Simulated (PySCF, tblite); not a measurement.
# C3H10BGeN: geometry, infrared bands and NMR shifts

Aim: predict the infrared bands and NMR shifts of C3H10BGeN (`[BH3-][N+]#[C][GeH2][CH2]C`).

The runs use tblite 0.8.0 and PySCF 2.14.0, with density-fitted response routines of our own; the level of theory stands in each step. All values are computed, except where a source is named. Atoms are numbered from 0 throughout.

### 1 The molecule as given

16 atoms, charge 0, multiplicity 1; geometry from: force field or distance geometry start.

Bonds of the start (Å): B0–N1 1.51, N1–C2 1.16, C2–Ge3 1.90, Ge3–C4 1.94, C4–C5 1.53, B0–H6 1.19, B0–H7 1.19, B0–H8 1.20, Ge3–H9 1.54, Ge3–H10 1.58, C4–H11 1.11, C4–H12 1.12, C5–H13 1.11, C5–H14 1.10, C5–H15 1.08.

### 2 Relaxing the molecule with GFN2-xTB

Job settings and geometry (Å):

```
{"job": {"kind": "relax", "xc": "GFN2-xTB", "basis": "xTB"}, "charge": 0, "multiplicity": 1}
B      3.567500     0.551500     0.463200
N      2.197100     0.004300     0.161500
C      1.152300    -0.456700    -0.064100
Ge    -0.559600    -1.173500    -0.489100
C     -1.847300    -0.406300     0.734800
C     -2.532100     0.842900     0.171800
H      4.338400    -0.331800     0.694300
H      3.488500     1.278300     1.406800
H      3.886000     1.151500    -0.522500
H     -0.943100    -0.868800    -1.947800
H     -0.547700    -2.732200    -0.249400
H     -2.687400    -1.087000     0.975300
H     -1.318100    -0.122400     1.679200
H     -3.315700     1.104100     0.907800
H     -1.853100     1.699000     0.076200
H     -3.033500     0.555900    -0.741800
```

Command:

```bash
> OMP_NUM_THREADS=1 python probes_run.py task.json out
```

This one command runs all jobs of the session in turn.

**Question.** This job is followed by: GFN2-xTB harmonic vibrations, gas phase; GIAO PBE0/pcSseg-1 NMR shielding, non-relativistic, gas phase. Predict these results of the whole session: strongest single infrared mode (GFN2-xTB); zero-point energy (GFN2-xTB); 13C shifts against TMS (PBE0/pcSseg-1); 1H shifts against TMS (PBE0/pcSseg-1, means over atoms taken as alike); 11B shifts against BF3·OEt2 (PBE0/pcSseg-1); 15N shifts against NH3 (PBE0/pcSseg-1); 73Ge shifts against GeMe4 (PBE0/pcSseg-1).

As calculated:

| quantity | value |
| --- | --- |
| strongest single infrared mode (GFN2-xTB) | 2249 cm⁻¹, 763 km/mol |
| zero-point energy (GFN2-xTB) | 73.6 kcal/mol |
| 13C shifts against TMS (PBE0/pcSseg-1) | 118.7, 12.3, 12.0 ppm |
| 1H shifts against TMS (PBE0/pcSseg-1, means over atoms taken as alike) | 4.41, 1.98, 1.44, 1.40 ppm |
| 11B shifts against BF3·OEt2 (PBE0/pcSseg-1) | -44.1 ppm |
| 15N shifts against NH3 (PBE0/pcSseg-1) | 285.8 ppm |
| 73Ge shifts against GeMe4 (PBE0/pcSseg-1) | -185 ppm |

**Reading.** Relaxing lowered the energy by 0.329 eV in 102 steps; the close pair that moved most is Ge3–H10, from 1.577 to 1.502 Å. No mode is imaginary among the 42: a minimum at this level. The strongest single mode, at 2249 cm⁻¹, moves mainly C2 and N1. Unscaled tight-binding wavenumbers are off by several per cent, some by more. Its intensities can rank the bands wrongly. At PBE0/pcSseg-1: The largest span, 530 ppm, is at N1, where the paramagnetic term is -346 ppm. Spin-orbit coupling is left out, which matters for shieldings and couplings at and beside the heavy atoms.
